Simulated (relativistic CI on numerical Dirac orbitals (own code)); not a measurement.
# Tc⁷⁺: M2,3 absorption multiplets

Aim: the M2,3 absorption spectrum of Tc⁷⁺ in 5 surroundings, from the same atomic integrals.

Program: relativistic CI on numerical Dirac orbitals (own code) version 1. Level of theory: Dirac-Coulomb-Breit CI, KLI orbitals optimised for each configuration, model QED (radiative potential, 1s self-energy scaled to tabulated hydrogen-like ionisation energies), multiplet model of core-to-valence dipole absorption. These are calculated values, not measurements, unless marked.

**1. The system**

| Property | Result |
| --- | --- |
| ion | Tc⁷⁺ (Tc VIII) |
| nuclear charge | 43 |
| electrons | 36 |
| configurations | [Ar] 3d10 4s2 4p6 → [Ne] 3s2 3p5 3d10 4s2 4p6 4d |
| magnetising field for the dichroism, Lz and Sz | exchange field 10 meV on Sz; these come from the lowest magnetised state alone (0 K) |
| temperature of the isotropic spectrum | 300 K |
| widths | Lorentz 1.2 eV, Gauss 0.4 eV |
| surrounding 1 | free ion |
| surrounding 2 | Oh, 10Dq = 8500 cm⁻¹ |
| surrounding 3 | Oh, 10Dq = 19250 cm⁻¹ |
| surrounding 4 | Oh, 10Dq = 29950 cm⁻¹ |
| surrounding 5 | Oh, 10Dq = 40650 cm⁻¹ |

**2. Surrounding 1: free ion**

Settings, as recorded:

```ini
atom Tc  Z=43  charge=7  electrons=36
nucleus A=97  rms_radius_fm=4.4112
hamiltonian dirac-coulomb  breit=on  qed=on  c_scale=1
orbitals kli  potential=per-configuration
slater_scale 1
correlation none
mixing on
configurations
  [Ar] 3d10 4s2 4p6
  [Ne] 3s2 3p5 3d10 4s2 4p6 4d
end
absorption M2,3 T=300 lorentz=1.2 gauss=0.4
crystal_field free
```

**3. Surrounding 2: Oh, 10Dq = 8500**

Settings: those of step 2 with these lines changed.

```diff
@@ -12,2 +12,2 @@
 absorption M2,3 T=300 lorentz=1.2 gauss=0.4
-crystal_field free
+crystal_field Oh 10Dq=8500
```

**4. Surrounding 3: Oh, 10Dq = 19250**

Settings: those of step 3 with these lines changed.

```diff
@@ -12,2 +12,2 @@
 absorption M2,3 T=300 lorentz=1.2 gauss=0.4
-crystal_field Oh 10Dq=8500
+crystal_field Oh 10Dq=19250
```

**5. Surrounding 4: Oh, 10Dq = 29950**

Settings: those of step 4 with these lines changed.

```diff
@@ -12,2 +12,2 @@
 absorption M2,3 T=300 lorentz=1.2 gauss=0.4
-crystal_field Oh 10Dq=19250
+crystal_field Oh 10Dq=29950
```

**6. Surrounding 5: Oh, 10Dq = 40650**

Settings: those of step 5 with these lines changed.

```diff
@@ -12,2 +12,2 @@
 absorption M2,3 T=300 lorentz=1.2 gauss=0.4
-crystal_field Oh 10Dq=29950
+crystal_field Oh 10Dq=40650
```

(Steps that only read results are left out.)

**Question.** What will these runs give? Wanted: highest peak, first run; ground spin; share of the lower edge; core spin-orbit splitting.

The runs gave:

| surrounding | ground S | Lz (0 K) | Sz (0 K) | centroid (eV) | share of the lower edge | up to four highest peaks (% of the highest), eV |
| --- | --- | --- | --- | --- | --- | --- |
| 1: free | 0.00 | 0.00 | 0.00 | 451.03 | 0.713 | 445.5 (100), 465.0 (42) |
| 2: Oh | 0.00 | 0.00 | 0.00 | 451.03 | 0.713 | 445.5 (100), 464.8 (41) |
| 3: Oh | 0.00 | 0.00 | 0.00 | 451.03 | 0.713 | 444.5 (87), 446.5 (100), 464.2 (52), 466.5 (36) |
| 4: Oh | 0.00 | 0.00 | 0.00 | 451.03 | 0.713 | 444.0 (92), 447.2 (100), 463.5 (57), 467.2 (38) |
| 5: Oh | 0.00 | 0.00 | 0.00 | 451.03 | 0.713 | 443.5 (95), 448.2 (100), 463.0 (59), 468.0 (38) |

```
                                 quantity     value
                  highest peak, first run  445.5 eV
      ground spin (effective S from ⟨S²⟩)      0.00
                  share of the lower edge     0.713
core spin-orbit splitting (without Breit)  20.23 eV
```

The lower edge takes 0.71 of the intensity in surrounding 1, above the statistical 0.67. The position of the maximum differs by up to 2.8 eV between the surroundings, by shifts of peaks or by peaks exchanging rank. Edge positions are free-ion values and differ from those in solids by a few eV or more.
